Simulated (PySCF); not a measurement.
# C5H4BrN: excited states, first hyperpolarisability

Wanted: excited states, first hyperpolarisability for C5H4BrN (`Brc1cccnc1`).

Computed with PySCF 2.14.0 and routines of our own; the level stands in each step. Atoms count from 0.

## 1. The system as given

11 atoms, charge 0, multiplicity 1; geometry from: GFN2-xTB.

## 2. Geometry optimisation at PBE0-D3(BJ)/def2-SVP

What the job is given:

```
{"job": {"xc": "PBE0", "basis": "def2-SVP", "d3": "d3bj", "grid": 2, "kind": "geom"}, "charge": 0, "multiplicity": 1}
Br     2.968708     0.873205    -0.088138
C      1.172387     0.250244    -0.037633
C      0.121342     1.152768     0.003121
C     -1.167656     0.646474     0.039312
C     -1.336173    -0.730734     0.034338
N     -0.326197    -1.582588    -0.005001
C      0.903707    -1.112074    -0.040419
H      0.307741     2.216105     0.006717
H     -2.017833     1.309700     0.070957
H     -2.320482    -1.177403     0.062979
H      1.699880    -1.843028    -0.072198
```

Started as:

```console
$ OMP_NUM_THREADS=1 python excited_run.py task.json out
```

The driver reads the jobs from task.json and runs them one after another.

Standard output:

```text
step   0  E = -2820.76905314  max force = 0.012416
step   1  E = -2820.77017186  max force = 0.002834
step   2  E = -2820.77019793  max force = 0.000579
step   3  E = -2820.77019742  max force = 0.000715
step   4  E = -2820.77019960  max force = 0.000256
optimisation converged
```

Wall time 38 s (1 thread of Arm Neoverse V1, shared host); peak memory 0.67 GiB.

Relaxation path:

```tsv
step	energy from step 0 (eV)	largest force component (eV/Å)
0	0.0000	0.6385
1	-0.0304	0.1457
2	-0.0312	0.0298
3	-0.0311	0.0368
4	-0.0312	0.0132
```

Close pairs (by a distance rule), those that changed most:

```tsv
bond	before (Å)	after (Å)	change (Å)
Br0–C1	1.902	1.882	-0.020
C4–H9	1.081	1.096	+0.014
C6–H10	1.081	1.095	+0.014
C3–H8	1.079	1.092	+0.013
C2–H7	1.080	1.092	+0.012
N5–C6	1.317	1.327	+0.010
C1–C6	1.389	1.398	+0.009
C4–N5	1.322	1.330	+0.008
```

The final coordinates are the input of the step that follows.

```tsv
at the end point	value
point group (found at 0.08 Å tolerance)	Cs
rotational constants (GHz, main isotopes)	5.868, 1.006, 0.859
dipole moment (D)	1.97
```

## 3. Excited states: TDA wB97X-D/def2-TZVPD

What the job is given:

```
{"job": {"kind": "states", "xc": "wB97X-D", "basis": "def2-TZVPD", "tda": true, "soc": true, "nstates": 6, "ntriplets": 5, "nquad": 4}, "charge": 0, "multiplicity": 1}
Br     2.420721     0.522267    -0.141934
C      0.638477    -0.080285    -0.087060
C     -0.417058     0.826688    -0.045055
C     -1.711084     0.315153    -0.005778
C     -1.885794    -1.068243    -0.010372
N     -0.872435    -1.929048    -0.050520
C      0.364970    -1.451164    -0.088162
H     -0.227536     1.901822    -0.043224
H     -2.573556     0.984147     0.028009
H     -2.892826    -1.498824     0.019846
H      1.187184    -2.174252    -0.120847
```

Level: TDA wB97X-D/def2-TZVPD excited states, vertical, gas phase, spin-orbit mean-field couplings.

Standard output:

```text
coarse grid: 48240 points
cycle   1  E = -2821.8506386320  dE =  3.644e-01  |g| = 4.412e-01  |ddm| = 5.007e+00
cycle   2  E = -2821.8536641997  dE = -3.026e-03  |g| = 4.452e-01  |ddm| = 2.440e+00
cycle   3  E = -2821.8921515262  dE = -3.849e-02  |g| = 8.684e-02  |ddm| = 8.881e-01
cycle   4  E = -2821.8937641164  dE = -1.613e-03  |g| = 2.863e-02  |ddm| = 2.340e-01
cycle   5  E = -2821.8939427984  dE = -1.787e-04  |g| = 7.890e-03  |ddm| = 8.896e-02
cycle   6  E = -2821.8939613132  dE = -1.851e-05  |g| = 2.426e-03  |ddm| = 2.667e-02
cycle   7  E = -2821.8939636037  dE = -2.290e-06  |g| = 8.418e-04  |ddm| = 1.056e-02
final grid: 101600 points
cycle   8  E = -2821.8936058791  dE = -2.702e-06  |g| = 1.177e-03  |ddm| = 3.644e-02
cycle   9  E = -2821.8936059169  dE = -3.783e-08  |g| = 1.069e-03  |ddm| = 5.880e-03
cycle  10  E = -2821.8936061313  dE = -2.144e-07  |g| = 1.740e-04  |ddm| = 2.060e-03
cycle  11  E = -2821.8936061397  dE = -8.350e-09  |g| = 6.483e-05  |ddm| = 7.500e-04
cycle  12  E = -2821.8936061413  dE = -1.600e-09  |g| = 1.617e-05  |ddm| = 4.186e-04
cycle  13  E = -2821.8936061414  dE = -1.164e-10  |g| = 8.081e-06  |ddm| = 1.319e-04
converged SCF energy = -2821.8936061414

Singlet excitations
state   eV       nm        f     d(h-e)  d(exc)  Lambda  PR(NTO)  |dmu|/D   mu/D   main configurations
  1   5.0521   245.4   0.00613   1.049   2.640   0.501   1.007    2.393    1.606   H-1->L 0.95
  2   5.3386   232.2   0.00000   1.090   2.741   0.377   1.007    2.539    1.891   H-1->L+1 0.96
  3   5.3820   230.4   0.04980   0.513   2.850   0.676   1.559    1.454    1.866   H->L 0.70, H-2->L+1 0.17
  4   5.9616   208.0   0.00000   0.883   3.044   0.348   1.025    3.325    4.212   H->L+2 0.59, H->L+5 0.12, H->L+3 0.08
  5   6.1629   201.2   0.17798   0.907   3.097   0.760   1.433                     H->L+1 0.71, H-2->L 0.16, H->L 0.09
  6   6.8115   182.0   0.00253   0.251   2.788   0.354   1.154                     H-3->L+2 0.41, H-1->L+2 0.22, H-3->L+5 0.09

Triplet excitations (Tamm-Dancoff)
state   eV     d(h-e)  d(exc)  Lambda  PR(NTO)   main configurations
  1   4.1680   0.281   2.582   0.737   1.445   H->L+1 0.58, H->L 0.16, H-2->L 0.10
  2   4.3495   1.005   2.520   0.495   1.008   H-1->L 0.92
  3   4.4119   0.315   2.711   0.689   1.026   H->L 0.76, H->L+1 0.10
  4   4.9498   0.137   2.579   0.795   1.470   H-2->L 0.74, H->L+1 0.18
  5   5.2135   1.077   2.720   0.375   1.017   H-1->L+1 0.96
S1 - T1 = 0.8841 eV

Spin-orbit couplings |<S|Hso|T>| (cm-1)
             T1       T2       T3       T4       T5
S0        0.146   13.840    4.833    6.186   29.023
S1       33.292    3.911   74.692   25.381    0.288
S2       65.490    0.474   18.182   37.920    1.257
S3        0.312   74.460    0.044    0.035   19.795
S4      109.864    2.301   28.369   34.094    5.893
S5        0.232   44.262    0.145    0.035  124.169
S6       15.129    7.506    1.700    3.105   78.463
T1 sublevels (cm-1): 0.000 0.580 0.634   radiative rates (1/s): 39.8 0.519 43.8
```

Run time: 85 s. Hardware: 1 thread of Arm Neoverse V1, shared host; peak memory 1.2 GiB.

In short:

```tsv
quantity	value
S1 less T1	0.88 eV
```

Orbitals, density, ELF and potential are computed afterwards from the orbital file.

Frontier orbitals at wB97X-D/def2-TZVPD, with the share of their density that lies nearest to each atom:

```tsv
orbital	energy (eV)	lies on
HOMO	-9.16	Br0 35 %; C1, C4 about 17 % each; C6 14 %
LUMO	0.50	C2 24 %; N5 23 %; 4 C atoms about 9 % each
```

ELF in a plane through or near 11 of the atoms.

Values, 10 rows by 14 columns:
```
0.00 0.00 0.00 0.00 0.00 0.00 0.00 0.00 0.00 0.00 0.00 0.00 0.00 0.00
0.00 0.00 0.00 0.00 0.00 0.00 0.03 0.01 0.00 0.00 0.00 0.00 0.00 0.00
0.00 0.00 0.08 0.43 0.13 0.19 0.99 0.94 0.00 0.13 0.07 0.00 0.00 0.00
0.00 0.04 0.56 0.87 0.73 0.08 0.93 0.70 0.31 0.99 0.99 0.03 0.00 0.00
0.00 0.19 0.67 0.41 0.38 0.53 0.93 0.73 0.81 0.79 0.47 0.00 0.00 0.00
0.00 0.25 0.81 0.84 0.37 0.76 0.74 0.06 0.60 0.54 0.60 0.11 0.00 0.00
0.00 0.01 0.15 0.04 0.48 0.77 0.27 0.38 0.77 0.85 1.00 0.81 0.00 0.00
0.00 0.00 0.00 0.03 0.99 0.98 0.12 0.94 0.82 0.02 0.19 0.01 0.00 0.00
0.00 0.00 0.00 0.00 0.04 0.03 0.00 0.53 0.43 0.01 0.00 0.00 0.00 0.00
0.00 0.00 0.00 0.00 0.00 0.00 0.00 0.00 0.00 0.00 0.00 0.00 0.00 0.00
```
The map spans 11.2 Å across and 9.6 Å up, centred on the molecule. Atoms in the plane (x, y in Å): Br0 (-3.0, 0.8), C1 (-1.2, 0.2), C2 (-0.2, 1.2), C3 (1.1, 0.7), C4 (1.4, -0.7), N5 (0.4, -1.6), C6 (-0.9, -1.1), H7 (-0.4, 2.2), H8 (2.0, 1.4), H9 (2.4, -1.1), H10 (-1.7, -1.9).

On the surface of density 0.002 e/bohr³ the electrostatic potential runs, from the 1st to the 99th percentile, from -1.50 V near N5 to 1.33 V near H7.

## 4. Excited states: TDDFT CAM-B3LYP/def2-TZVPD

Settings changed since step 3:

```diff
@@ -1,2 +1,2 @@
-{"job": {"kind": "states", "xc": "wB97X-D", "basis": "def2-TZVPD", "tda": true, "soc": true, "nstates": 6, "ntriplets": 5, "nquad": 4}, "charge": 0, "multiplicity": 1}
+{"job": {"kind": "states", "xc": "CAM-B3LYP", "basis": "def2-TZVPD", "tpa": true, "nstates": 8, "nquad": 6, "ntriplets": 0}, "charge": 0, "multiplicity": 1}
 Br     2.420721     0.522267    -0.141934
```

With the program's defaults for keys left out, this is: TDDFT CAM-B3LYP/def2-TZVPD excited states, vertical, gas phase, two-photon moments by quadratic response.

Standard output:

```text
coarse grid: 48240 points
cycle   1  E = -2821.8800183235  dE =  3.109e-01  |g| = 4.453e-01  |ddm| = 4.886e+00
cycle   2  E = -2821.8762371877  dE =  3.781e-03  |g| = 4.629e-01  |ddm| = 2.396e+00
cycle   3  E = -2821.9160225664  dE = -3.979e-02  |g| = 1.124e-01  |ddm| = 9.027e-01
cycle   4  E = -2821.9186567787  dE = -2.634e-03  |g| = 3.165e-02  |ddm| = 2.233e-01
cycle   5  E = -2821.9188497107  dE = -1.929e-04  |g| = 1.011e-02  |ddm| = 6.202e-02
cycle   6  E = -2821.9188759548  dE = -2.624e-05  |g| = 2.346e-03  |ddm| = 1.751e-02
cycle   7  E = -2821.9188775151  dE = -1.560e-06  |g| = 8.103e-04  |ddm| = 5.552e-03
final grid: 101600 points
cycle   8  E = -2821.9188735281  dE = -4.650e-08  |g| = 9.066e-04  |ddm| = 1.321e-02
cycle   9  E = -2821.9188733868  dE =  1.413e-07  |g| = 1.195e-03  |ddm| = 3.334e-03
cycle  10  E = -2821.9188737158  dE = -3.290e-07  |g| = 9.622e-05  |ddm| = 1.668e-03
cycle  11  E = -2821.9188737178  dE = -2.090e-09  |g| = 2.521e-05  |ddm| = 2.911e-04
cycle  12  E = -2821.9188737182  dE = -3.993e-10  |g| = 1.423e-05  |ddm| = 1.631e-04
converged SCF energy = -2821.9188737182

Singlet excitations
state   eV       nm        f     d(h-e)  d(exc)  Lambda  PR(NTO)  |dmu|/D   mu/D   delta(TPA)   sigma/GM   main configurations
  1   5.0101   247.5   0.00462   1.056   2.654   0.499   1.011    2.448    1.630        0.96      0.009   H-1->L 0.95
  2   5.2626   235.6   0.05205   0.499   2.848   0.669   1.532    1.537    1.883       14.96      0.152   H->L 0.78, H-2->L+1 0.12
  3   5.3660   231.1   0.00000   1.093   2.756   0.374   1.008    2.582    1.909        0.17      0.002   H-1->L+1 0.96
  4   5.8252   212.8   0.00008   0.954   3.142   0.390   1.029    3.439    4.288        6.18      0.077   H->L+2 0.70, H->L+5 0.08
  5   5.9290   209.1   0.14404   0.804   3.064   0.760   1.468    2.155    2.603       91.51      1.178   H->L+1 0.78, H-2->L 0.13
  6   6.6853   185.5   0.00810   0.266   2.867   0.406   1.319    1.233    2.424       12.11      0.198   H-3->L+2 0.39, H-1->L+2 0.25, H-2->L 0.09
  7   6.8221   181.7   0.02246   0.682   4.062   0.297   1.107                                            H->L+3 0.85
  8   6.8870   180.0   0.18892   0.740   2.991   0.695   2.272                                            H-2->L 0.53, H->L+1 0.13, H-2->L+1 0.10
```

It took 1.8 min on 1 thread of Arm Neoverse V1, shared host; peak memory 1.3 GiB.

## 5. First hyperpolarisability: quadratic response CAM-B3LYP/def2-TZVPD

Settings changed since step 4:

```diff
@@ -1,2 +1,2 @@
-{"job": {"kind": "states", "xc": "CAM-B3LYP", "basis": "def2-TZVPD", "tpa": true, "nstates": 8, "nquad": 6, "ntriplets": 0}, "charge": 0, "multiplicity": 1}
+{"job": {"kind": "beta", "xc": "CAM-B3LYP", "basis": "def2-TZVPD"}, "charge": 0, "multiplicity": 1}
 Br     2.420721     0.522267    -0.141934
```

Level: quadratic response CAM-B3LYP/def2-TZVPD first hyperpolarisability, Taylor convention, gas phase.

Standard output:

```text
coarse grid: 48240 points
cycle   1  E = -2821.8800183235  dE =  3.109e-01  |g| = 4.453e-01  |ddm| = 4.886e+00
cycle   2  E = -2821.8762371877  dE =  3.781e-03  |g| = 4.629e-01  |ddm| = 2.396e+00
cycle   3  E = -2821.9160225664  dE = -3.979e-02  |g| = 1.124e-01  |ddm| = 9.027e-01
cycle   4  E = -2821.9186567787  dE = -2.634e-03  |g| = 3.165e-02  |ddm| = 2.233e-01
cycle   5  E = -2821.9188497107  dE = -1.929e-04  |g| = 1.011e-02  |ddm| = 6.202e-02
cycle   6  E = -2821.9188759548  dE = -2.624e-05  |g| = 2.346e-03  |ddm| = 1.751e-02
cycle   7  E = -2821.9188775151  dE = -1.560e-06  |g| = 8.103e-04  |ddm| = 5.552e-03
final grid: 101600 points
cycle   8  E = -2821.9188735281  dE = -4.650e-08  |g| = 9.066e-04  |ddm| = 1.321e-02
cycle   9  E = -2821.9188733868  dE =  1.413e-07  |g| = 1.195e-03  |ddm| = 3.334e-03
cycle  10  E = -2821.9188737158  dE = -3.290e-07  |g| = 9.622e-05  |ddm| = 1.668e-03
cycle  11  E = -2821.9188737178  dE = -2.090e-09  |g| = 2.521e-05  |ddm| = 2.911e-04
cycle  12  E = -2821.9188737182  dE = -3.993e-10  |g| = 1.423e-05  |ddm| = 1.631e-04
converged SCF energy = -2821.9188737182

Lowest singlets (eV, f): 5.0101 0.0046  5.2626 0.0520  5.3660 0.0000

First hyperpolarisability (au)
process     nm      |vector|   parallel      HRS      DR
static         -       46.81     -24.16      29.36   2.352
shg       1907.0       47.95     -26.53      31.24    2.28
eope      1907.0       47.09     -24.92          -       -
shg       1064.0       55.32     -33.14      37.17   2.256
eope      1064.0       48.07     -26.71          -       -
```

Run time: 83 s. Hardware: 1 thread of Arm Neoverse V1, shared host; peak memory 1.3 GiB.

## 6. What came out

| quantity | value |
| --- | --- |
| point group | Cs |
| rotational constants (main isotopes) | 5.87, 1.01, 0.86 GHz |
| S1 less T1 (step 3, TDA wB97X-D/def2-TZVPD) | 0.88 eV |
| surface potential, 1st and 99th percentile | -1.50 V and 1.33 V |
| β vector (step 5, quadratic response CAM-B3LYP/def2-TZVPD) | static 47, SHG 1907.0 nm 48, SHG 1064.0 nm 55 au |

Relaxing lowered the energy by 0.031 eV in 4 steps; the close pair that moved most is Br0–C1, from 1.902 to 1.882 Å. Scalar relativity is left out for the heavy atoms. In step 3, the number of triplets below S1 is 4, and the largest singlet-triplet spin-orbit coupling is S5–T5, 124.17 cm⁻¹. Steps that list no spin-orbit terms leave them out, which matters at and beside the heavy atoms. β grows from 47 au (static) to 55 au for doubling at 1064.0 nm: normal dispersion, which grows as twice the photon energy moves toward the bright states.
